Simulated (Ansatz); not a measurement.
# C2H5In: one species, many methods

An exercise on one series of results from a longer session: the logs are not shown, and one member is left open.

Program: Ansatz 0.2.0, Gaussian basis. Level of theory: functionals in def2-TZVPP, the program's frozen cores in correlated methods. These are calculated values, not measurements.

The runs, in order: LDA (SPW92), PBE-D4, revPBE-D4, BLYP-D4, r2SCAN-D4, B97M-V, PBE0-D4, B3LYP-D4, r2SCANh-D4, r2SCAN0-D4, HSE06-D4, BHLYP-D4, CAM-B3LYP-D4, LC-ωPBE, ωB97X-V, ωB97M-V, B2PLYP, PBE-QIDH; CCSD(T)/def2-SVP; CCSD(T)/def2-TZVPP; MP2/def2-QZVPP; extrapolation to the limit; RPA on PBE.

1 further run of the same task is left out (for a known fault of the program).

## Structure used throughout

The geometry comes from an earlier relaxation with PBE0-D4 in a triple-zeta def2 set; it is a stationary point, not always the lowest conformer. In takes the def2 core potential; no spin-orbit term is included.

SMILES `C=[CH][InH2]`, 8 atoms, charge 0, spin multiplicity 1.

Atoms are counted from 1 here; the program's logs count them from 0.

Bond lengths: C1–C2 1.332 Å, C1–H4 1.088 Å, C1–H5 1.089 Å, C2–In3 2.135 Å, C2–H6 1.089 Å, In3–H7 1.724 Å, In3–H8 1.728 Å. Angles: C2–C1–H4 122.2°, C2–C1–H5 122.4°, H4–C1–H5 115.4°, C1–C2–In3 121.1°, C1–C2–H6 117.6°, In3–C2–H6 121.3°, C2–In3–H7 122.0°, C2–In3–H8 115.9°, H7–In3–H8 122.1°.

The first run:

The input, in.yaml:

```yaml
crystal:
  periodic: [false, false, false]
  atoms:
    - {symbol: C, position_ang: [-1.013298, 1.059934, -0.051723]}
    - {symbol: C, position_ang: [0.205382, 0.623975, -0.368194]}
    - {symbol: In, position_ang: [0.870873, -1.315349, 0.226797]}
    - {symbol: H, position_ang: [-1.715840, 0.454725, 0.516961]}
    - {symbol: H, position_ang: [-1.375004, 2.045115, -0.343688]}
    - {symbol: H, position_ang: [0.847717, 1.291968, -0.939729]}
    - {symbol: H, position_ang: [2.443032, -1.901996, -0.168017]}
    - {symbol: H, position_ang: [-0.262862, -2.258372, 1.127603]}
basis:
  gaussian: {orbitals: def2-TZVPP}
hamiltonian: {xc: lda}
output: {orbitals: {seedname: orbitals}}
```

On the command line:

```sh
ansatz run in.yaml --threads 4 --pin off --events-out ev --progress --plain --max-ram 10444MiB
```

Steps of the session up to this table: LDA; PBE-D4 (GGA); revPBE-D4 (GGA); BLYP-D4 (GGA); r2SCAN-D4 (meta-GGA); B97M-V (meta-GGA); PBE0-D4 (hybrid); B3LYP-D4 (hybrid); r2SCANh-D4 (hybrid); r2SCAN0-D4 (hybrid); HSE06-D4 (hybrid); BHLYP-D4 (hybrid); CAM-B3LYP-D4 (range-separated); LC-ωPBE (range-separated); ωB97X-V (range-separated); ωB97M-V (range-separated); B2PLYP (double hybrid); PBE-QIDH (double hybrid).

One table of the session follows, with a row left open; its other results are not shown here.

It belongs to the step «Frontier levels by functional». 

| functional | HOMO (eV) | LUMO (eV) | gap (eV) |
| --- | --- | --- | --- |
| LDA (SPW92) | -6.52 | -2.81 | 3.72 |
| PBE-D4 | -6.41 | -2.54 | 3.87 |
| revPBE-D4 | -6.37 | -2.43 | 3.93 |
| BLYP-D4 | -6.31 | -2.49 | 3.82 |
| r2SCAN-D4 | ? | ? | ? |
| B97M-V | -6.73 | -2.50 | 4.22 |
| PBE0-D4 | -7.59 | -1.77 | 5.82 |
| B3LYP-D4 | -7.41 | -2.04 | 5.37 |
| r2SCANh-D4 | -7.08 | -2.02 | 5.06 |
| r2SCAN0-D4 | -7.75 | -1.63 | 6.13 |
| HSE06-D4 | -7.20 | -2.13 | 5.06 |
| BHLYP-D4 | -8.72 | -1.08 | 7.64 |
| CAM-B3LYP-D4 | -8.93 | -0.95 | 7.98 |
| LC-ωPBE | -10.23 | 0.16 | 10.39 |
| ωB97X-V | -9.90 | 0.03 | 9.94 |
| ωB97M-V | -9.77 | -0.23 | 9.54 |

Estimate the missing values for r2SCAN-D4.

Worked estimate for «HOMO (eV)». Against the share of exact exchange, r2SCANh-D4 (0.1, -7.08), r2SCAN0-D4 (0.25, -7.75) give a slope of -4.47 per unit share; at 0 the line stands at -6.63.

The run gave: HOMO (eV): -6.64; LUMO (eV): -2.30; gap (eV): 4.35. In «HOMO (eV)» the line misses by +0.01.
